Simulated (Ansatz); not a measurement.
**Chlorine, solid Cl2 (Cmce) under RPBE: ground state and equation of state**

What does RPBE give for chlorine in the solid Cl2 (Cmce) structure? We relax it, solve it on a dense k-mesh, then scale the cell to 7 volumes from 88 to 112 % of the relaxed one and try a fit of the equation of state. Spin polarisation is left out. The k-meshes are 5×5×2 for the relaxation; 7×7×3 for the dense run; 6×6×3 for the volumes. The starting cell is the measured one, from the Crystallography Open Database.

Program: Ansatz 0.2.0. Level of theory: DFT RPBE, plane waves (420 eV) with PAW, scalar-relativistic; PAW files made under PBE, frozen cores solved again for the functional. These are calculated values, not measurements.

### Step 1. The structure to begin with

Symmetry: Cmce, No. 64, orthorhombic system. Conventional cell: a = 6.145 Å, b = 4.395 Å, c = 8.154 Å, α = 90.00°, β = 90.00°, γ = 90.00°. Cl (site symmetry m) is surrounded by 1 Cl at 1.99 Å.

Coordinates:

```xyz
4
Lattice="3.0726 -2.1977 0.0000 3.0726 2.1977 0.0000 0.0000 0.0000 8.1537" Properties=species:S:1:pos:R:3 pbc="T T T"
Cl    3.0726   -1.6540    0.8358
Cl    3.0727   -0.5437    4.9126
Cl    3.0726    1.6540    7.3179
Cl    3.0726    0.5437    3.2411
```

### Step 2. Geometry optimisation

The input, input.yaml:

```yaml
crystal:
  lattice:
    - [3.07265, -2.1977, 0.0]
    - [3.07265, 2.1977, 0.0]
    - [0.0, 0.0, 8.1537]
  atoms:
    - { symbol: Cl, position: [0.8763, 0.1237, 0.1025] }
    - { symbol: Cl, position: [0.6237, 0.3763, 0.6025] }
    - { symbol: Cl, position: [0.1237, 0.8763, 0.8975] }
    - { symbol: Cl, position: [0.3763, 0.6237, 0.3975] }
hamiltonian:
  xc: rpbe
  pseudopotentials:
    kind: paw
    azcp:
      Cl: "pseudopotentials/Cl.paw.azcp"
basis:
  ecutwfc: 420
  fft_grid_basis: typed
kpoints:
  mp_grid: { grid: [5, 5, 2], shift: [0, 0, 0] }
magnetization:
  spin_polarized: false
scf:
  occupations: { method: fermi_dirac, width: 0.05 }
relax:
  max_steps: 60
  f_tol: 0.01
  cell: {}
```

After this run come: The energy on a finer k-mesh; The cell scaled to 88 % of its volume; The cell scaled to 92 % of its volume; The cell scaled to 96 % of its volume; The cell scaled to 100 % of its volume; The cell scaled to 104 % of its volume; The cell scaled to 108 % of its volume; The cell scaled to 112 % of its volume.

Before running it: what results should come out? Wanted: space group; conventional cell; volume; shortest distance; gap on the mesh; relative to Cl2 molecule; V₀, B₀, B₀′.

As calculated:

| quantity | value |
| --- | --- |
| space group (spins left aside) | Cmce (No. 64) |
| conventional cell | a = 8.044 Å, b = 5.324 Å, c = 9.335 Å |
| volume | 49.967 Å³/atom |
| shortest distance | 2.016 Å |
| against the measured volume | +81.5 % (27.530 Å³/atom) |
| gap on the mesh | 2.64 eV |
| relative to Cl2 molecule | -28 meV/atom |
| V₀, B₀, B₀′ | 49.964 Å³/atom, 14.0 GPa, 4.3 |

The volume comes out 81.5 % larger than measured. Without a dispersion correction the weakly bound parts drift apart. Against the reference form of chlorine (Cl2 molecule, computed apart with the same settings) it stands 28 meV/atom lower, so this level prefers it, against what is seen in nature. It has a gap of 2.64 eV on the mesh. A gap read on the mesh alone is an upper bound to the gap of this level of theory. B₀ comes out at 14.0 GPa, a soft solid; even scaling stretches the bonds with the cell, so it lies well above the modulus that a cell free to change shape would show. The symmetry was held, so the structure may be unstable against distortions that break it.

The gaps are Kohn-Sham values of a semilocal functional, not quasiparticle or optical gaps. Such gaps usually fall short of the measured ones.
